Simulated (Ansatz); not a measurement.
**Ga₂H₄Cl₂: a ladder of functionals and wavefunction methods**

The task here is to estimate one member of a computed series from the others.

The runs use Ansatz 0.2.0, Gaussian basis; functionals in def2-TZVPP, the program's frozen cores in correlated methods.

Plan: LDA (SPW92), PBE-D4, revPBE-D4, BLYP-D4, r2SCAN-D4, B97M-V, PBE0-D4, B3LYP-D4, r2SCANh-D4, r2SCAN0-D4, HSE06-D4, BHLYP-D4, CAM-B3LYP-D4, LC-ωPBE, ωB97X-V, ωB97M-V, B2PLYP, PBE-QIDH; CCSD(T)/def2-SVP; CCSD(T)/def2-TZVPP; MP2/def2-QZVPP; extrapolation to the limit; RPA on PBE.

1 further run of the same task is left out (it didn't finish).

### The relaxed structure

The geometry comes from an earlier relaxation with PBE0-D4 in a triple-zeta def2 set; it is a stationary point, not always the lowest conformer.

SMILES `[Cl+]1[GaH2-][Cl+][GaH2-]1`, 8 atoms, charge 0, spin multiplicity 1.

Atoms are counted from 1 here; the program's logs count them from 0.

Bond lengths: Cl1–Ga2 2.361 Å, Cl1–Ga4 2.361 Å, Ga2–Cl3 2.361 Å, Ga2–H5 1.552 Å, Ga2–H6 1.552 Å, Cl3–Ga4 2.361 Å, Ga4–H7 1.552 Å, Ga4–H8 1.552 Å. Angles: Ga2–Cl1–Ga4 89.8°, Cl1–Ga2–Cl3 90.2°, Cl1–Ga2–H5 106.3°, Cl1–Ga2–H6 106.3°, Cl3–Ga2–H5 106.3°, Cl3–Ga2–H6 106.3°, H5–Ga2–H6 133.2°, Ga2–Cl3–Ga4 89.8°, Cl1–Ga4–Cl3 90.2°, Cl1–Ga4–H7 106.3°, Cl1–Ga4–H8 106.3°, Cl3–Ga4–H7 106.3°, Cl3–Ga4–H8 106.3°, H7–Ga4–H8 133.2°.

The first run:

The input, in.yaml:

```yaml
crystal:
  periodic: [false, false, false]
  atoms:
    - {symbol: Cl, position_ang: [-1.536754, 0.264228, -0.606119]}
    - {symbol: Ga, position_ang: [0.146526, 1.624901, 0.336833]}
    - {symbol: Cl, position_ang: [1.535586, -0.264689, 0.608856]}
    - {symbol: Ga, position_ang: [-0.146461, -1.624875, -0.336996]}
    - {symbol: H, position_ang: [0.751012, 2.443430, -0.835402]}
    - {symbol: H, position_ang: [-0.349150, 2.008001, 1.757062]}
    - {symbol: H, position_ang: [0.349957, -2.005005, -1.757770]}
    - {symbol: H, position_ang: [-0.750716, -2.445992, 0.833537]}
basis:
  gaussian: {orbitals: def2-TZVPP}
hamiltonian: {xc: lda}
output: {orbitals: {seedname: orbitals}}
```

Among the steps run: LDA; PBE-D4 (GGA); revPBE-D4 (GGA); BLYP-D4 (GGA); r2SCAN-D4 (meta-GGA); B97M-V (meta-GGA); PBE0-D4 (hybrid); B3LYP-D4 (hybrid); r2SCANh-D4 (hybrid); r2SCAN0-D4 (hybrid); HSE06-D4 (hybrid); BHLYP-D4 (hybrid); CAM-B3LYP-D4 (range-separated); LC-ωPBE (range-separated); ωB97X-V (range-separated); ωB97M-V (range-separated); B2PLYP (double hybrid); PBE-QIDH (double hybrid).

One of the session's tables, all rows but one given; the rest of the session is left out.

It belongs to the step «Frontier levels by functional». 

```
  functional  HOMO (eV)  gap (eV)
 LDA (SPW92)          ?         ?
      PBE-D4      -7.14      5.41
   revPBE-D4      -7.11      5.52
     BLYP-D4      -7.03      5.40
   r2SCAN-D4      -7.49      6.10
      B97M-V      -7.61      6.05
     PBE0-D4      -8.43      7.49
    B3LYP-D4      -8.22      7.05
  r2SCANh-D4      -7.95      6.83
  r2SCAN0-D4      -8.65      7.91
    HSE06-D4      -8.03      6.73
    BHLYP-D4      -9.63      9.48
CAM-B3LYP-D4      -9.78      9.75
     LC-ωPBE     -11.15     12.30
     ωB97X-V     -10.81     11.79
     ωB97M-V     -10.61     11.35
```

Q: Estimate the row for LDA (SPW92) from the others.

As computed: HOMO (eV): -7.19; gap (eV): 5.15. In the column «HOMO (eV)» it lies between r2SCAN-D4 (-7.49) and PBE-D4 (-7.14).
